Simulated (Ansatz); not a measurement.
Write a Python script for the Ansatz DFT code, driven from Python that makes relaxations under a series of pressures of Cl, space group Cmce. Use (first run): PBE, PAW, the default cutoff (420 eV here), 6×6×2 k-points, fixed occupations.

```xyz
4
Lattice="3.1450 -2.2500 0.0000 3.1450 2.2500 0.0000 0.0000 0.0000 8.2100" Properties=species:S:1:pos:R:3 pbc="T T T"
Cl    3.1450   -1.6650    0.8210
Cl    3.1450   -0.5850    4.9260
Cl    3.1450    1.6650    7.3890
Cl    3.1450    0.5850    3.2840
```

`cl.py`:
```python
# -*- coding: utf-8 -*-
'''Volume and enthalpy of Cl against pressure.'''

import ansatz as az
import numpy as np

def edges_and_angles(cell):
    cell = np.asarray(cell)
    a, b, c = np.linalg.norm(cell, axis=1)
    cosines = cell[1] @ cell[2] / (b * c), cell[0] @ cell[2] / (a * c), cell[0] @ cell[1] / (a * b)
    return (a, b, c, *np.degrees(np.arccos(cosines)))

cl = (
    az.Lattice.of((3.145, -2.25, 0.0), (3.145, 2.25, 0.0), (0.0, 0.0, 8.21))
    .atom('Cl', (0.87, 0.13, 0.1))
    .atom('Cl', (0.63, 0.37, 0.6))
    .atom('Cl', (0.13, 0.87, 0.9))
    .atom('Cl', (0.37, 0.63, 0.4))
)

model = (
    cl.calculation()
    .functional('pbe')
    .kpoints(6, 6, 2)
    .pseudopotentials('paw')
    .occupations('Fixed')
)

# H = F + PV, with 1 GPa A^3 = 1/160.21766 eV
rows = []
for pressure in [0, 2, 4, 6, 8]:
    res = model.relax(cell=True, pressure=pressure, max_steps=40).run(threads=1, backend='cpu')
    cell = res.lattice.cell_ang
    n_atoms = len(res.lattice.sites)
    volume = abs(np.linalg.det(cell)) / n_atoms
    enthalpy = res.report['free_energy_ev'] / n_atoms + pressure * volume / 160.21766
    rows.append((pressure, volume, enthalpy, *edges_and_angles(cell)))
    print(f'{pressure} GPa done: {volume:.4f} A^3/atom')

print(' P (GPa)  V (A^3/atom)  H (eV/atom)     a       b       c')
for row in rows:
    print('{:8.1f} {:12.4f} {:14.5f} {:7.4f} {:7.4f} {:7.4f}'.format(*row[:6]))
p, v = np.array([row[0] for row in rows], float), np.array([row[1] for row in rows])
print('mean bulk modulus between rows (GPa):', np.round(-np.diff(p) / np.diff(np.log(v)), 1))
```

Running `python cl.py` prints:
```text
DeckWarning: basis.ecutwfc = 420 eV, auto-derived from the records' recommended cutoffs: set by Cl (normal level)
0 GPa done: 35.4223 A^3/atom
2 GPa done: 25.4103 A^3/atom
4 GPa done: 22.8709 A^3/atom
6 GPa done: 21.3645 A^3/atom
8 GPa done: 20.3044 A^3/atom
 P (GPa)  V (A^3/atom)  H (eV/atom)     a       b       c
     0.0      35.4223    -1079.49791  4.4986  4.4986  8.3338
     2.0      25.4103    -1079.14203  3.7631  3.7631  7.9879
     4.0      22.8709    -1078.84229  3.5876  3.5876  7.8466
     6.0      21.3645    -1078.56668  3.4829  3.4829  7.7460
     8.0      20.3044    -1078.30680  3.4060  3.4060  7.6775
mean bulk modulus between rows (GPa): [ 6.  19.  29.4 39.3]
```
(Warnings from the package without file and line.)

The volume falls from 35.42 Å³ an atom at 0 GPa to 20.30 at 8 GPa, by 42.7 %. Between 0 and 2 GPa, -V dP/dV is about 6 GPa, a mean over that step.

Reading the output:
- Total energies depend on the potentials; only differences at equal settings carry meaning.
- At a fixed pressure a relaxation lowers the enthalpy F + PV, while F alone can rise.
- No spin polarisation was allowed.
- Symmetry holds the cell in this phase, whether or not it is the stable one at each pressure.
- Run time: 82 s on 1 thread of Intel(R) Xeon(R) Platinum 8488C (Sapphire Rapids), with other jobs on the host, peak memory 0.48 GiB.
